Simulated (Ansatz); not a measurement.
# CH₄FSSn radical: basis-set convergence

Aim: see how fast density functionals converge with the basis set for CH₄FSSn radical.

The runs use Ansatz 0.2.0, Gaussian basis; one geometry, several basis sets.

Levels to be run: PBE0-D4/def2-SVP; ωB97M-V/def2-SVP; PBE0-D4/def2-QZVPP; ωB97M-V/def2-QZVPP; the functionals' def2-TZVPP values are taken from earlier runs.

## Step 1: The relaxed structure

An earlier PBE0-D4 in a triple-zeta def2 set relaxation fixed the geometry. Sn takes the def2 core potential; no spin-orbit term is included.

8 atoms, charge 0, spin multiplicity 2.

Atoms are counted from 1 here; the program's logs count them from 0.

Bond lengths: C1–Sn2 2.168 Å, C1–H5 1.088 Å, C1–H6 1.089 Å, C1–H7 1.091 Å, Sn2–F3 1.941 Å, Sn2–S4 2.424 Å, S4–H8 1.345 Å. Angles: Sn2–C1–H5 109.6°, Sn2–C1–H6 109.0°, Sn2–C1–H7 105.6°, H5–C1–H6 110.7°, H5–C1–H7 110.8°, H6–C1–H7 110.9°, C1–Sn2–F3 103.8°, C1–Sn2–S4 109.4°, F3–Sn2–S4 101.7°, Sn2–S4–H8 90.9°.

## Step 2: PBE0-D4 in def2-SVP

in.yaml

```yaml
crystal:
  periodic: [false, false, false]
  atoms:
    - {symbol: C, position_ang: [0.587867, 1.174656, -0.623713]}
    - {symbol: Sn, position_ang: [-0.909780, 0.006162, 0.421710]}
    - {symbol: F, position_ang: [-0.135985, -0.268918, 2.180433]}
    - {symbol: S, position_ang: [-0.931500, -2.250509, -0.464154]}
    - {symbol: H, position_ang: [0.550797, 2.206805, -0.281192]}
    - {symbol: H, position_ang: [0.398790, 1.116543, -1.694766]}
    - {symbol: H, position_ang: [1.545359, 0.717427, -0.372017]}
    - {symbol: H, position_ang: [-1.013347, -2.759264, 0.777799]}
basis:
  gaussian: {orbitals: def2-SVP}
magnetization: {spin_polarized: true, initial_magnetization: 1}
hamiltonian: {xc: pbe0, dispersion: d4}
output: {orbitals: {seedname: orbitals}}
```

After this run come: ωB97M-V in def2-SVP; PBE0-D4 in def2-QZVPP; ωB97M-V in def2-QZVPP.

**Question.** What will the summary of the whole plan be? Wanted: PBE0-D4: double and triple zeta above quadruple; ωB97M-V: double and triple zeta above quadruple.

As calculated:

```
                                       quantity          value
PBE0-D4: double and triple zeta above quadruple  9.49, 0.62 eV
ωB97M-V: double and triple zeta above quadruple  9.63, 0.60 eV
```

In words: PBE0-D4 gains 8.87 eV from double to triple zeta, then 0.62 eV more. These are total energies; as a rule much of such shifts cancels in differences, which this series doesn't test.
